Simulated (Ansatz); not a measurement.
# Be (hcp type): the cost of one run

Computed with Ansatz 0.2.0 (DFT PBE, with the methods named in each step, unless a step's input says otherwise).

### 1 The starting structure

The structure is hexagonal, space group P6_3/mmc (No. 194). The conventional cell has a = 2.242 Å, b = 2.242 Å, c = 3.633 Å, α = 90.00°, β = 90.00°, γ = 120.00°. Around Be (site symmetry -6m2) lie 12 Be at 2.23 to 2.24 Å.

Structure file:

```cif
data_structure
_symmetry_space_group_name_H-M 'P 1'
_symmetry_Int_Tables_number 1
_cell_length_a 2.2424
_cell_length_b 2.2424
_cell_length_c 3.6327
_cell_angle_alpha 90.000
_cell_angle_beta 90.000
_cell_angle_gamma 120.000
_cell_volume 15.82
loop_
_atom_site_label
_atom_site_type_symbol
_atom_site_fract_x
_atom_site_fract_y
_atom_site_fract_z
_atom_site_occupancy
Be1 Be 0.33333 0.66667 0.25000 1
Be2 Be 0.66667 0.33333 0.75000 1
```

Whether this phase is the stable one at these pressures isn't tested.

Atoms are numbered in the order of the input: Be1, Be2.

### 2 Cell relaxed at zero pressure, PAW

The input, input.yaml:

```yaml
crystal:
  lattice:
    - [2.2424371395, 0.0, 0.0]
    - [-1.1212185697, 1.9420075292, 0.0]
    - [0.0, 0.0, 3.6327481659]
  atoms:
    - { symbol: Be, position: [0.3333333333, 0.6666666667, 0.25] }
    - { symbol: Be, position: [0.6666666667, 0.3333333333, 0.75] }
kpoints:
  mp_grid: { grid: [19, 19, 11] }
scf:
  occupations: { method: fermi_dirac, width: 0.08 }
hamiltonian:
  xc: pbe
  pseudopotentials: { kind: paw }
output:
  forces: true
  stress: true
relax:
  f_tol: 0.005
  max_steps: 40
  cell: {}
```

Command:

```
$ ansatz run input.yaml --threads 1 --pin off --max-ram 2048MiB --backend cpu --events-out ev --progress --plain --runs-dir out
```

Q: Estimate wall time and peak memory on 1 thread of Arm Neoverse V1, shared host.

About 6.4 s, with a peak of 0.3 GiB.
